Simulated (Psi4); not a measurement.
# CH7NOSi (SMILES CO[SiH2]N): HF/STO-3G

What is the vertical singlet–triplet gap of CH7NOSi at HF/STO-3G? 

The calculation is run with Psi4 1.11.

4 further runs of the same task are left out: 4 that didn't finish.

## (1) The molecule

The species is CH7NOSi (11 atoms), meant as a singlet with charge 0. SMILES: `CO[SiH2]N`. The coordinates come from a PBE0-D4/def2-TZVP relaxation. This is one conformer, not always the lowest.

Bond lengths: C1–O2 1.407 Å, O2–Si3 1.648 Å, Si3–N4 1.701 Å, C1–H5 1.097 Å, C1–H6 1.091 Å, C1–H7 1.097 Å, Si3–H8 1.488 Å, Si3–H9 1.488 Å, N4–H10 1.007 Å, N4–H11 1.007 Å. Some angles: C1–O2–Si3 122.1°, O2–Si3–N4 112.5°, O2–C1–H5 111.7°, O2–C1–H6 108.5°, O2–C1–H7 111.7°, O2–Si3–H8 108.4°, O2–Si3–H9 108.6°, N4–Si3–H8 108.4°, N4–Si3–H9 108.2°, Si3–N4–H10 120.7°.

## (2) Energy and forces at HF/STO-3G

input.dat

```
memory 1600 mb

molecule mol {
  C
  O 1 1.406646
  Si 2 1.647592 1 122.10872
  N 3 1.700825 2 112.52471 1 179.03076
  H 1 1.09688 2 111.67857 3 61.38853
  H 1 1.09149 5 108.28155 2 -119.3761
  H 1 1.09699 6 108.28648 5 117.24511
  H 3 1.488082 2 108.41147 1 59.18895
  H 3 1.487987 8 110.75679 2 119.08026
  H 4 1.006658 3 120.68915 9 166.85824
  H 4 1.00673 10 111.29162 3 -150.15005
  symmetry c1
}

set basis STO-3G
set puream true
set e_convergence 1e-09
set d_convergence 1e-08
set scf_type pk

energy_value, wavefunction = gradient('hf', return_wfn=True)
oeprop(wavefunction, 'WIBERG_LOWDIN_INDICES', 'DIPOLE', 'MAYER_INDICES')
print_variables()
```

Command:

```sh
psi4 -i input.dat -o output.dat -n 1
```

output.dat:

```text
[...]
  Running in c1 symmetry.
[...]
  Nuclear repulsion =  180.915573122571828
[...]
  Multiplicity = 1
[...]
  Nalpha       = 21
  Nbeta        = 21
[...]
    Number of basis functions: 31
[...]
   @RHF iter   1:  -454.62135189802370   -3.20985e+00   9.92374e-03 ADIIS/DIIS
[...]
   @RHF iter  10:  -454.68991316841135   -7.95808e-13   4.22533e-09 DIIS
[...]
    Orbital Energies [Eh]
    ---------------------
    Doubly Occupied:
       1A    -68.032985     2A    -20.170019     3A    -15.239455
       4A    -11.083042     5A     -6.006915     6A     -4.032906
       7A     -4.032594     8A     -4.032370     9A     -1.252222
      10A     -1.056143    11A     -0.869312    12A     -0.669831
      13A     -0.588850    14A     -0.567757    15A     -0.564915
      16A     -0.512759    17A     -0.464537    18A     -0.434718
      19A     -0.350010    20A     -0.315206    21A     -0.309815
[...]
  @RHF Final Energy:  -454.68991316841135
   => Energetics <=
    Nuclear Repulsion Energy =            180.9155731225718284
    One-Electron Energy =                -990.0382499448626277
    Two-Electron Energy =                 354.4327636538794764
    Total Energy =                       -454.6899131684113513
[...]
  -Total Gradient:
     Atom            X                  Y                   Z
    ------   -----------------  -----------------  -----------------
       1       -0.000058871690     0.011774990454    -0.004489072242
       2       -0.000010204790    -0.028034566910    -0.010653505946
       3        0.000592707117     0.053419309276     0.019880767280
       4        0.000110254010     0.005851331020     0.006825272237
       5       -0.000859345800    -0.000180694359     0.004730611277
       6       -0.000005275106    -0.001278706389     0.002403177231
       7        0.000940767796    -0.000270665866     0.004738411656
       8        0.026555147816    -0.015799326898    -0.007937522934
       9       -0.027037352756    -0.015483353979    -0.006883501670
      10       -0.005743990025    -0.005009527958    -0.004243627386
      11        0.005516163428    -0.004988788391    -0.004371009504
[...]
 Multipole Moments:
 ------------------------------------------------------------------------------------
     Multipole            Electronic (a.u.)      Nuclear  (a.u.)        Total (a.u.)
 ------------------------------------------------------------------------------------
 L = 1.  Multiply by 2.5417464519 to convert [e a0] to [Debye]
 Dipole X            :         -0.0048645            0.0057383            0.0008738
 Dipole Y            :          0.3176165           -0.3565267           -0.0389102
 Dipole Z            :          2.1652367           -2.2261198           -0.0608831
 Magnitude           :                                                    0.0722601
[...]
```

Run time: 3.9 s. Hardware: 1 thread of Intel Xeon Platinum 8259CL at 2.50GHz (Skylake/Cascade Lake), shared host; peak memory 0.19 GiB.

## (3) The triplet at the same level

ch7nosi.py

```python
import psi4

psi4.set_memory(1600000000)
psi4.set_num_threads(1)
psi4.core.set_output_file('output.dat', False)

m = psi4.geometry("""
0 3
C     -0.655300     1.711900     0.500200
O     -0.610600     0.508700    -0.227100
Si     0.533800    -0.642700     0.054300
N      0.344700    -2.006900    -0.943700
H      0.258400     2.302900     0.362300
H     -1.501500     2.301200     0.142400
H     -0.790700     1.531800     1.573800
H      0.421900    -1.079900     1.472300
H      1.874600    -0.055000    -0.212100
H     -0.403400    -2.661100    -0.783300
H      0.593600    -1.968000    -1.918400
symmetry c1
""")

options = {'basis': 'STO-3G', 'reference': 'uhf', 'puream': True, 'e_convergence': 1e-09, 'd_convergence': 1e-08, 'scf_type': 'pk', 'maxiter': 100}
psi4.set_options(options)

e, wfn = psi4.gradient('hf', return_wfn=True)
psi4.oeprop(wfn, 'DIPOLE', 'MULLIKEN_CHARGES', 'QUADRUPOLE')
print('gradient / Eh bohr^-1')
print(e.np.round(6))
print(f'energy = {wfn.energy():.10f} Eh')
```

Command:

```sh
python ch7nosi.py
```

output.dat (excerpt; [...] marks lines left out):

```text
[...]
  Running in c1 symmetry.
[...]
  Nuclear repulsion =  180.915586265184970
[...]
  Multiplicity = 3
[...]
  Nalpha       = 22
  Nbeta        = 20
[...]
    Number of basis functions: 31
[...]
   @UHF iter   1:  -454.15357648215871   -2.74207e+00   1.24180e-02 DIIS/ADIIS
[...]
   @UHF iter  18:  -454.32846068794777   -1.93268e-12   7.71679e-09 DIIS
[...]
   @S^2 Observed:                2.004846326E+00
[...]
  @UHF Final Energy:  -454.32846068794777
   => Energetics <=
    Nuclear Repulsion Energy =            180.9155862651849702
    One-Electron Energy =                -990.5365407660483470
    Two-Electron Energy =                 355.2924938129156089
    Total Energy =                       -454.3284606879477678
  UHF NO Occupations:
  HONO-2 :   20  A 1.9988175
  HONO-1 :   21  A 1.0000000
[...]
  -Total Gradient:
     Atom            X                  Y                   Z
    ------   -----------------  -----------------  -----------------
       1       -0.002867813115    -0.008497429478    -0.007837105387
       2        0.028232943036    -0.026622842126     0.008710836744
       3       -0.064116093461    -0.175835534000    -0.163950167844
       4        0.012315130914     0.142391729012     0.097908575233
       5        0.001114976328    -0.004267623138    -0.003547620806
       6        0.001333657208    -0.005611314356    -0.002403353016
       7       -0.000312663013    -0.005327327009    -0.001749180652
       8       -0.015265168436    -0.019733643784     0.015065794503
       9        0.017715176065     0.003261900446    -0.022907977659
      10        0.057173004854     0.082133853811    -0.012490979590
      11       -0.035323150379     0.018108230620     0.093201178472
[...]
  Mulliken Charges: (a.u.)
   Center  Symbol    Alpha    Beta     Spin     Total
       1     C     3.07301  2.99677  0.07624 -0.06978
       2     O     4.23271  4.21651  0.01620 -0.44923
       3    SI     6.92968  6.33402  0.59566  0.73630
       4     N     4.22678  2.99172  1.23506 -0.21850
       5     H     0.48056  0.48660 -0.00604  0.03285
       6     H     0.47710  0.47756 -0.00046  0.04534
       7     H     0.48054  0.48660 -0.00606  0.03287
       8     H     0.60909  0.60590  0.00319 -0.21499
       9     H     0.60885  0.60617  0.00268 -0.21501
      10     H     0.44038  0.39922  0.04116  0.16040
      11     H     0.44131  0.39895  0.04237  0.15974
[...]
```

Standard output:

```text
gradient / Eh bohr^-1
[[-0.002868 -0.008497 -0.007837]
 [ 0.028233 -0.026623  0.008711]
 [-0.064116 -0.175836 -0.16395 ]
 [ 0.012315  0.142392  0.097909]
 [ 0.001115 -0.004268 -0.003548]
 [ 0.001334 -0.005611 -0.002403]
 [-0.000313 -0.005327 -0.001749]
 [-0.015265 -0.019734  0.015066]
 [ 0.017715  0.003262 -0.022908]
 [ 0.057173  0.082134 -0.012491]
 [-0.035323  0.018108  0.093201]]
energy = -454.3284606879 Eh
```

Wall time 3.6 s (1 thread of Intel Xeon Platinum 8259CL at 2.50GHz (Skylake/Cascade Lake), shared host); peak memory 0.19 GiB.

## (4) What came out

Level: HF/STO-3G.

| quantity | value |
| --- | --- |
| singlet: total energy | -454.68991 Eh |
| singlet: dipole moment | 0.18 D |
| singlet: HOMO energy | -8.43 eV |
| singlet: LUMO energy | 13.11 eV |
| singlet: HOMO–LUMO gap | 21.54 eV |
| singlet: largest force on an atom | 2.931 eV/Å |
| triplet: total energy | -454.32846 Eh |
| triplet: dipole moment | 3.62 D |
| triplet: ⟨S²⟩ | 2.005 |
| triplet: largest force on an atom | 12.795 eV/Å |
| vertical energy of the triplet above the singlet | 9.836 eV |

**Reading.** At this shape the triplet lies 9.84 eV (227 kcal/mol) above the singlet. The largest force (singlet) is 2.93 eV/Å: the shape isn't a stationary point for this species at this level. In a minimal basis such a difference can be off by several eV, whatever the method.
